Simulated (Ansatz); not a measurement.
# SnSe: moving one atom along a line

Aim: for SnSe, map the energy as atom 5 (Se) is pushed off its site.

Program: Ansatz 0.2.0. Level of theory: DFT LDA, scalar-relativistic, plane waves, PAW. These are calculated values, not measurements.

2 further runs of the same task are left out: 2 set aside as unsound or not needed.

**1. The system as given**

The structure is cubic, space group Fm-3m (No. 225). Conventional cell: a = 5.893 Å, b = 5.893 Å, c = 5.893 Å, α = 90.00°, β = 90.00°, γ = 90.00°. Around Sn (site symmetry m-3m) lie 6 Se at 2.95 Å. Around Se (site symmetry m-3m) lie 6 Sn at 2.95 Å.

As a file:

```cif
data_structure
_symmetry_space_group_name_H-M 'P 1'
_symmetry_Int_Tables_number 1
_cell_length_a 5.8933
_cell_length_b 5.8933
_cell_length_c 5.8933
_cell_angle_alpha 90.000
_cell_angle_beta 90.000
_cell_angle_gamma 90.000
_cell_volume 204.68
loop_
_atom_site_label
_atom_site_type_symbol
_atom_site_fract_x
_atom_site_fract_y
_atom_site_fract_z
_atom_site_occupancy
Sn1 Sn 0.00000 0.00000 0.00000 1
Sn2 Sn 0.50000 0.50000 0.00000 1
Sn3 Sn 0.50000 0.00000 0.50000 1
Sn4 Sn 0.00000 0.50000 0.50000 1
Se1 Se 0.50000 0.00000 0.00000 1
Se2 Se 0.00000 0.50000 0.00000 1
Se3 Se 0.00000 0.00000 0.50000 1
Se4 Se 0.50000 0.50000 0.50000 1
```

It is built from the cell relaxed beforehand with the same method (25.58 Å³/atom).

**2. Zero of the scan**

input.yaml reads:

```yaml
crystal:
  lattice:
    - [5.8932955401, 0.0, 0.0]
    - [0.0, -5.8932955401, 0.0]
    - [0.0, 0.0, -5.8932955401]
  atoms:
    - { symbol: Sn, position: [0.0, 0.0, 0.0] }
    - { symbol: Sn, position: [0.5, 0.5, 0.0] }
    - { symbol: Sn, position: [0.5, 0.0, 0.5] }
    - { symbol: Sn, position: [0.0, 0.5, 0.5] }
    - { symbol: Se, position: [0.5, 0.0, 0.0] }
    - { symbol: Se, position: [0.0, 0.5, 0.0] }
    - { symbol: Se, position: [0.0, 0.0, 0.5] }
    - { symbol: Se, position: [0.5, 0.5, 0.5] }
basis:
  ecutwfc: 420
kpoints:
  mp_grid: { grid: [6, 6, 6] }
hamiltonian:
  xc: lda
scf:
  occupations: { method: gaussian, width: 0.05 }
output:
  forces: true
  stress: true
  eigenvalues: true
```

Started as:

```bash
$ ansatz run input.yaml --threads 1 --pin off --max-ram 2560MiB --backend cpu --events-out ev --progress --plain --runs-dir out
```

**3. Setting up moving one atom along a line**

Atom 5 (Se) is moved by x along the Cartesian unit vector (0.000, 0.000, 1.000); the cell and all other atoms stay fixed. Forces below are components along that vector, summed over the moved atoms. In a periodic cell its images move with it.

**4. Point x = -0.100 Å**

input.yaml, as its differences from that of step 2:

```diff
@@ -10,3 +10,3 @@
     - { symbol: Sn, position: [0.0, 0.5, 0.5] }
-    - { symbol: Se, position: [0.5, 0.0, 0.0] }
+    - { symbol: Se, position: [0.5, 0.0, 0.0169684346] }
     - { symbol: Se, position: [0.0, 0.5, 0.0] }
```

**5. Point x = 0.080 Å**

input.yaml, as its differences from that of step 4:

```diff
@@ -10,3 +10,3 @@
     - { symbol: Sn, position: [0.0, 0.5, 0.5] }
-    - { symbol: Se, position: [0.5, 0.0, 0.0169684346] }
+    - { symbol: Se, position: [0.5, 0.0, -0.0135747477] }
     - { symbol: Se, position: [0.0, 0.5, 0.0] }
```

**6. At x = -0.060 Å**

input.yaml, as its differences from that of step 5:

```diff
@@ -10,3 +10,3 @@
     - { symbol: Sn, position: [0.0, 0.5, 0.5] }
-    - { symbol: Se, position: [0.5, 0.0, -0.0135747477] }
+    - { symbol: Se, position: [0.5, 0.0, 0.0101810608] }
     - { symbol: Se, position: [0.0, 0.5, 0.0] }
```

**7. At x = 0.040 Å**

input.yaml, as its differences from that of step 6:

```diff
@@ -10,3 +10,3 @@
     - { symbol: Sn, position: [0.0, 0.5, 0.5] }
-    - { symbol: Se, position: [0.5, 0.0, 0.0101810608] }
+    - { symbol: Se, position: [0.5, 0.0, -0.0067873738] }
     - { symbol: Se, position: [0.0, 0.5, 0.0] }
```

**8. x = -0.020 Å**

input.yaml, as its differences from that of step 7:

```diff
@@ -10,3 +10,3 @@
     - { symbol: Sn, position: [0.0, 0.5, 0.5] }
-    - { symbol: Se, position: [0.5, 0.0, -0.0067873738] }
+    - { symbol: Se, position: [0.5, 0.0, 0.0033936869] }
     - { symbol: Se, position: [0.0, 0.5, 0.0] }
```

**9. At x = 0.090 Å**

input.yaml, as its differences from that of step 8:

```diff
@@ -10,3 +10,3 @@
     - { symbol: Sn, position: [0.0, 0.5, 0.5] }
-    - { symbol: Se, position: [0.5, 0.0, 0.0033936869] }
+    - { symbol: Se, position: [0.5, 0.0, -0.0152715911] }
     - { symbol: Se, position: [0.0, 0.5, 0.0] }
```

(Steps that only read results are left out.)

**Question.** What will these runs give?

**Answer**, as computed:

| quantity | value |
| --- | --- |
| force constant along x, from the points at -0.020, 0 and 0.040 Å | 1.30 eV/Å² |

What this shows: The restoring force grows by 1.30 eV/Å per Å near the site; for the mass of Se against a rigid frame that is a vibration of about 67 cm⁻¹. No sampled point lies below the undisturbed cell. The gap on the mesh stays between 0.22 and 0.32 eV.

Spin-orbit coupling is left out, though the cell holds Sn; it can move the gap.
